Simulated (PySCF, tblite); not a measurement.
**C3H8NO2Si2 radical: geometry, infrared bands and EPR parameters**

Aim: predict the infrared bands and EPR parameters of C3H8NO2Si2 radical (`NC(=O)[Si@H]1C[CH][SiH2]O1`).

Computed with tblite 0.8.0 and PySCF 2.14.0, with density-fitted response routines of our own, on a single molecule in the gas phase. Atoms count from 0, in the outputs and in this text.

## (1) Starting geometry

16 atoms, charge 0, multiplicity 2; geometry from: force field or distance geometry start.

Bonds of the start (Å): N0–C1 1.45, C1–O2 1.28, C1–Si3 1.81, Si3–C4 1.86, C4–C5 1.54, C5–Si6 1.86, Si6–O7 1.74, O7–Si3 1.72, N0–H8 1.05, N0–H9 1.04, Si3–H10 1.49, C4–H11 1.11, C4–H12 1.11, C5–H13 1.10, Si6–H14 1.46, Si6–H15 1.44.

## (2) Optimising the geometry with GFN2-xTB

Job settings and geometry (Å):

```
{"job": {"kind": "relax", "xc": "GFN2-xTB", "basis": "xTB"}, "charge": 0, "multiplicity": 2}
N      3.065700    -0.380200    -0.392800
C      1.969000     0.419700     0.128000
O      2.271000     1.396400     0.893800
Si     0.259000    -0.005700    -0.290300
C     -0.774800    -0.568500     1.151500
C     -2.189500    -0.003400     0.924100
Si    -2.191800     0.537400    -0.859300
O     -0.636700     1.324500    -0.912400
H      3.245500    -1.353800    -0.054800
H      3.670800     0.040400    -1.131400
H      0.194200    -1.034800    -1.362700
H     -0.915000    -1.670300     1.056500
H     -0.365000    -0.277700     2.143400
H     -2.288000     0.872000     1.587500
H     -2.030200    -0.672400    -1.669200
H     -3.291800     1.385500    -1.223300
```

Command:

```console
$ OMP_NUM_THREADS=1 python probes_run.py task.json out
```

The driver reads the jobs from task.json and runs them one after another.

**Question.** This job is followed by: GFN2-xTB harmonic vibrations, gas phase; UKS B3LYP, pcH-1 on C H N O Si, non-relativistic, mean-field spin-orbit, GIAO. What will the session give for the following? strongest single infrared mode (GFN2-xTB); zero-point energy (GFN2-xTB); g(iso) (B3LYP); ⟨S²⟩; largest a(iso) (averaged by class); potential on the surface of density 0.002 e/bohr³, 1st and 99th percentile.

**Answer**, as computed:

| quantity | value |
| --- | --- |
| strongest single infrared mode (GFN2-xTB) | 1716 cm⁻¹, 416 km/mol |
| zero-point energy (GFN2-xTB) | 66.0 kcal/mol |
| g(iso) (B3LYP) | 2.00273 |
| ⟨S²⟩ | 0.754 (exact 0.75) |
| largest a(iso) (averaged by class) | 1H on H12, 175.8 MHz |
| potential on the surface of density 0.002 e/bohr³, 1st and 99th percentile | -1.98 V and 1.85 V |

In words: Over 243 steps the energy fell by 2.735 eV; of the close pairs, N0–C1 changed most, 1.454 to 1.350 Å. All 42 modes are real, so the xTB geometry is a minimum. The strongest single mode, at 1716 cm⁻¹, moves mainly C1 and O2. GFN2-xTB is a fitted tight-binding method: band positions and strengths are rough. Its intensities can rank the bands wrongly. Most of the unpaired spin sits on C5 (0.99 e). The isotropic g lies 0.4 ppt above the free-electron value. The conformer search found further structures of the same energy, which may be mirror or relabelled copies of this one.
